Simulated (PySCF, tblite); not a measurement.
# C₇H₁₁F: geometry, infrared bands and NMR shifts

Aim: predict the infrared bands and NMR shifts of C₇H₁₁F (`FC1CC2(CCC2)C1`).

The runs use tblite 0.8.0 and PySCF 2.14.0, with density-fitted response routines of our own; the level of theory stands in each step. All values are computed, except where a source is named. Atoms are numbered from 0 throughout.

## (1) Starting geometry

19 atoms, charge 0, multiplicity 1; geometry from: force field or distance geometry start.

Bonds of the start (Å): F0–C1 1.36, C1–C2 1.54, C2–C3 1.50, C3–C4 1.48, C4–C5 1.52, C5–C6 1.53, C3–C7 1.44, C7–C1 1.52, C6–C3 1.49, C1–H8 1.12, C2–H9 1.10, C2–H10 1.10, C4–H11 1.11, C4–H12 1.10, C5–H13 1.10, C5–H14 1.10, C6–H15 1.12, C6–H16 1.10, C7–H17 1.12, C7–H18 1.10.

## (2) Optimising the geometry with GFN2-xTB

The job: settings as JSON, then the geometry in Å.

```
{"job": {"kind": "relax", "xc": "GFN2-xTB", "basis": "xTB"}, "charge": 0, "multiplicity": 1}
F     -3.176000    -0.276500    -0.008600
C     -1.976000     0.306900     0.242700
C     -0.885800    -0.665800     0.733200
C      0.029400     0.057900    -0.209000
C      1.080800     0.929400     0.370900
C      1.886300    -0.361300     0.435100
C      1.127100    -0.733200    -0.837000
C     -1.087400     0.572000    -0.964500
H     -1.996600     1.147100     0.980500
H     -1.054800    -1.717800     0.457400
H     -0.612200    -0.466900     1.777600
H      1.534100     1.665500    -0.318200
H      0.807200     1.385000     1.332900
H      2.975400    -0.257300     0.326600
H      1.518100    -1.007500     1.252000
H      0.872900    -1.825400    -0.850000
H      1.595600    -0.329600    -1.741100
H     -1.472000    -0.063800    -1.807000
H     -1.175800     1.650500    -1.180800
```

On the command line:

```console
$ OMP_NUM_THREADS=1 python probes_run.py task.json out
```

The driver reads the jobs from task.json and runs them one after another.

**Question.** This job is followed by: GFN2-xTB harmonic vibrations, gas phase; GIAO PBE0/pcSseg-1 NMR shielding, non-relativistic, gas phase. What will the session give for the following? strongest single infrared mode (GFN2-xTB); zero-point energy (GFN2-xTB); ¹³C shifts against TMS (PBE0/pcSseg-1, means over atoms taken as alike); ¹H shifts against TMS (PBE0/pcSseg-1, means over atoms taken as alike); ¹⁹F shifts against CFCl3 (PBE0/pcSseg-1).

The runs gave:

| quantity | value |
| --- | --- |
| strongest single infrared mode (GFN2-xTB) | 3024 cm⁻¹, 133 km/mol |
| zero-point energy (GFN2-xTB) | 102.8 kcal/mol |
| ¹³C shifts against TMS (PBE0/pcSseg-1, means over atoms taken as alike) | 84.7, 48.6, 36.6, 36.3, 29.8, 14.4 ppm |
| ¹H shifts against TMS (PBE0/pcSseg-1, means over atoms taken as alike) | 4.94, 2.41, 2.27, 2.14, 2.05, 1.93 ppm |
| ¹⁹F shifts against CFCl3 (PBE0/pcSseg-1) | -190.6 ppm |

The optimisation took 62 steps and gained 1.115 eV; among the close pairs (by a distance rule), C3–C7 changed most, from 1.443 to 1.538 Å. No mode is imaginary among the 51: a minimum at this level. Unscaled tight-binding wavenumbers are off by several per cent, some by more. Its intensities can rank the bands wrongly. The most deshielded hydrogen is H8 (hydrogen on an sp3 CH bonded to F), at 4.94 ppm: its carbon carries F, which withdraws density. At PBE0/pcSseg-1: The largest span, 98 ppm, is at C1, where the paramagnetic term is -148 ppm.
